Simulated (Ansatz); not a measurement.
# SiGeNH (triplet): the correlation ladder at a displaced geometry (v1), cc-pVDZ

One table from this session's results is given with a row withheld; the runs are named, their logs left out.

Computed with Ansatz 0.2.0, Gaussian basis. Level: cc-pVDZ, core rule «outside noble gas», up to 20 orbitals frozen.

To be run: UHF; CCSD(T) on ROHF; CCSD(T) on UHF; BCCD(T) on ROHF; CISD; CCSDT(Q) on ROHF; CCSDT(Q) on UHF.

20 further runs of the same task are left out: 5 that didn't finish, 15 set aside as unsound or not needed.

### The system

The geometry is a PBE0/def2-TZVP stationary point (not a proven minimum) with its atoms shifted at random (size 0.040 Å). No spin-orbit coupling is included. The filled d shell of Ge may be among the frozen orbitals whatever the setting's name suggests; the logs give the count.

4 atoms, charge 0, spin multiplicity 3.

Atoms are counted from 1 here; the program's logs count them from 0.

Bond lengths: Ge1–Si2 2.281 Å, Ge1–H4 1.823 Å, Si2–N3 1.709 Å, Si2–H4 1.684 Å. Angles: Si2–Ge1–H4 46.8°, Ge1–Si2–N3 162.7°, Ge1–Si2–H4 52.1°, N3–Si2–H4 110.7°, Ge1–H4–Si2 81.1°.

As a file:

```xyz
4

Ge   -0.0050    0.0149    1.0404
Si   -0.0059   -0.1774   -1.2326
N     0.0421    0.1899   -2.9015
H    -0.0607    1.2330   -0.3145
```

Set-up of the first run:

Input file in.yaml:

```yaml
crystal:
  periodic: [false, false, false]
  atoms:
    - {symbol: Ge, position_ang: [-0.005017, 0.014853, 1.040430]}
    - {symbol: Si, position_ang: [-0.005850, -0.177371, -1.232644]}
    - {symbol: N, position_ang: [0.042114, 0.189898, -2.901498]}
    - {symbol: H, position_ang: [-0.060663, 1.232985, -0.314485]}
basis:
  gaussian: {orbitals: cc-pVDZ}
magnetization: {spin_polarized: true, initial_magnetization: 2}
hamiltonian: {xc: hf}
output: {orbitals: {seedname: orbitals}}
```

Launch:

```bash
ansatz run in.yaml --threads 1 --pin off --events-out ev --progress --plain --max-ram 2393MiB
```

Among the steps run: UHF; CCSD(T) on ROHF; CCSD(T) on UHF; BCCD(T) on ROHF; CISD; CCSDT(Q) on ROHF; CCSDT(Q) on UHF.

One of the session's tables, all rows but one given; the rest of the session is left out.

| method | from RCCSDT(Q) (meV) |
| --- | --- |
| ROHF | +10066.4 |
| UHF | +9164.0 |
| RMP2 | +1671.8 |
| UMP2 | +2168.5 |
| CISD | +1859.3 |
| RCCSD | +633.0 |
| UCCSD | +576.7 |
| RCCSD(T) | +116.1 |
| UCCSD(T) | +147.0 |
| BCCD(T) | +122.4 |
| RCCSDT | ? |
| UCCSDT | +49.0 |
| RCCSDT(Q) | 0 |
| UCCSDT(Q) | -10.4 |

Estimate the missing values for RCCSDT.

As computed: from RCCSDT(Q) (meV): +57.7. In the column «from RCCSDT(Q) (meV)» it lies between UCCSDT (+49.0) and RCCSD(T) (+116.1).

Limits of these values: The determinant is far from a pure spin state, so its energy mixes those of several spin states (harmless only where they are near-degenerate, as at dissociation). Warnings: spin contamination; large T1 diagnostic. Restricted and unrestricted rows rest on different reference determinants; where their highest levels disagree by more than a few hundredths of an eV, they describe different states and don't form one ladder.
